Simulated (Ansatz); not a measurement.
# Si: the cost of one run

Computed with Ansatz 0.2.0 (DFT PBE, scalar-relativistic, plane waves, PAW, unless a step's input says otherwise).

The COD entry's cell or inner coordinates are ideal or old and differ from later refinements, so a difference from it is no clean test against experiment.

## 1. The structure to begin with

The structure is cubic, space group Fd-3m (No. 227). Conventional cell: a = 5.470 Å, b = 5.470 Å, c = 5.470 Å, α = 90.00°, β = 90.00°, γ = 90.00°. Si (site symmetry -43m) has 4 Si at 2.37 Å as nearest neighbours.

As a file:

```
Si
1.0
     0.00000    2.73514    2.73514
     2.73514    0.00000    2.73514
     2.73514    2.73514    0.00000
Si
2
Direct
  0.75000 0.75000 0.75000
  0.50000 0.50000 0.50000
```

This cell comes from an earlier session at PBE: 20.462 Å³/atom at 0.00 GPa, on a 14×14×14 mesh.

## 2. Volume × 0.96

Input file input.yaml:

```yaml
crystal:
  lattice:
    - [0.0, 2.6981787451, 2.6981787451]
    - [2.6981787451, 0.0, 2.6981787451]
    - [2.6981787451, 2.6981787451, 0.0]
  atoms:
    - { symbol: Si, position: [0.75, 0.75, 0.75] }
    - { symbol: Si, position: [0.5, 0.5, 0.5] }
basis:
  ecutwfc: 420
  ecutrho_ratio: 4
kpoints:
  mp_grid: { grid: [14, 14, 14] }
hamiltonian:
  xc: pbe
scf:
  occupations: { method: gaussian, width: 0.05 }
output:
  forces: true
  stress: true
  eigenvalues: true
```

Launch:

```console
$ ansatz run input.yaml --threads 1 --pin off --max-ram 2560MiB --backend cpu --events-out ev --progress --plain --runs-dir out
```

What time and memory should one allow on 1 thread of Intel Xeon 6975P-C (Granite Rapids), shared host?

About 1.2 s, with a peak of 0.35 GiB.
